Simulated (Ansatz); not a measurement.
# Hg3Pt, space group Pm-3m: a phonon calculation by linear response

Program: the Ansatz DFT code, driven from Python.

The script reads `hg3pt.vasp`:
```text
Hg3Pt
1.0
   4.34422100    0.00000000    0.00000000
   0.00000000    4.34422100    0.00000000
   0.00000000    0.00000000    4.34422100
Hg Pt
3 1
Direct
   0.00000000    0.50000000    0.50000000
   0.50000000    0.00000000    0.50000000
   0.50000000    0.50000000    0.00000000
   0.00000000    0.00000000    0.00000000
```

`run_dfpt.py`
```python
"""Zone-centre and zone-boundary phonons of Hg3Pt by linear response."""

from pathlib import Path
import warnings

import ansatz as az
from ase.io import read
import numpy as np

OCCUPATIONS = "Fermi-Dirac"
WIDTH_EV = 0.1
FUNCTIONAL = "lda"
MESH = (8, 8, 8)

warnings.simplefilter("ignore", az.DeckWarning)

atoms = read("hg3pt.vasp", format="vasp")
hg3pt = az.Crystal.from_ase(atoms)

job = (
    hg3pt.calculation()
    .occupations(OCCUPATIONS, width=WIDTH_EV)
    .functional(FUNCTIONAL)
    .kpoints(*MESH)
    .phonons("dfpt", points=[(0, 0, 0), (0.5, 0.5, 0.5), (0.5, 0, 0.5)])
)
done = job.run(threads=1, pin="off", runs_dir="runs")
ph = done.phonons

for q in ph.qpoints:
    print("q =", np.round(q.q_frac, 3), "1/cm:", " ".join(f"{w:.1f}" for w in q.omega_inv_cm))
```

```console
$ python run_dfpt.py
q = [0. 0. 0.] 1/cm: -36.7 -36.7 -36.7 -0.0 -0.0 0.0 26.3 26.3 26.3 88.2 88.2 88.2
q = [0.5 0.5 0.5] 1/cm: -33.7 -33.7 -33.7 26.1 26.1 26.1 29.8 29.8 84.8 84.8 84.8 109.4
q = [0.5 0.  0.5] 1/cm: -60.0 -36.1 -29.5 -29.5 28.9 37.3 37.3 55.8 55.8 56.3 84.4 89.6
```

Caveats:
- The cell isn't relaxed first, so the values belong to this volume.
- A negative frequency stands for an imaginary mode.
- Spin-orbit coupling, which matters for elements this heavy, is left out.
- The structure comes from a database of computed cells and needn't be a stable or known phase.
- The structure is taken as given; imaginary modes can come from an unrelaxed or unstable start. Phonons of metals also depend on mesh and smearing.
- Timing: 7.3 min on 1 thread of Arm Neoverse V2 (shared host), peak memory 1.4 GiB.

(Lines on the test bed's own set-up are left out of the output.)
